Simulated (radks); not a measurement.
**Excited configurations of Mn²⁺**

One table from this session's results is given with a row withheld; the runs are named, their logs left out.

The numbers are computed with radks (a radial shooting solver on a logarithmic mesh, Libxc functionals) version 1 (non-relativistic Kohn-Sham, BLYP, spin-unpolarised, spherical densities, point nucleus), except any that are marked as measured or tabulated.

## The atom as given

```
element       : manganese (Z = 25)
charge        : +2
electrons     : 23
configuration : [Ar] 3d5
```

The outer shells:

Mn²⁺
```
[Ar] core
3d [↑ ][↑ ][↑ ][↑ ][↑ ]
```

Set-up of the first run:

Settings of this run:

```text
Z 25
configuration [Ar] 3d5
relativity non-relativistic
functional b88,lyp
spin unpolarised
nucleus point
```

Steps of the session up to this table: Ground configuration: [Ar] 3d5.

One of the session's tables, all rows but one given; the rest of the session is left out.

It belongs to the step «Ground configuration: [Ar] 3d5». Sizes of the orbitals, from the radial functions (bohr):

| level | <r> | outermost maximum (interpolated) | 90 % within | nodes |
| --- | --- | --- | --- | --- |
| 1s | ? | ? | ? | ? |
| 2s | 0.2825 | 0.235 | 0.438 | 1 |
| 2p | 0.2482 | 0.189 | 0.407 | 0 |
| 3s | 0.8604 | 0.743 | 1.29 | 2 |
| 3p | 0.9072 | 0.754 | 1.40 | 1 |
| 3d | 1.148 | 0.756 | 1.98 | 0 |

Estimate the missing values for 1s.

**Answer.** <r>: 0.06156; outermost maximum (interpolated): 0.0405; 90 % within: 0.110; nodes: 0. In the column «<r>» it is the lowest.

To keep in mind: Spin polarisation and multiplet splitting are left out, so open shells lie too high by an amount that depends on their filling.
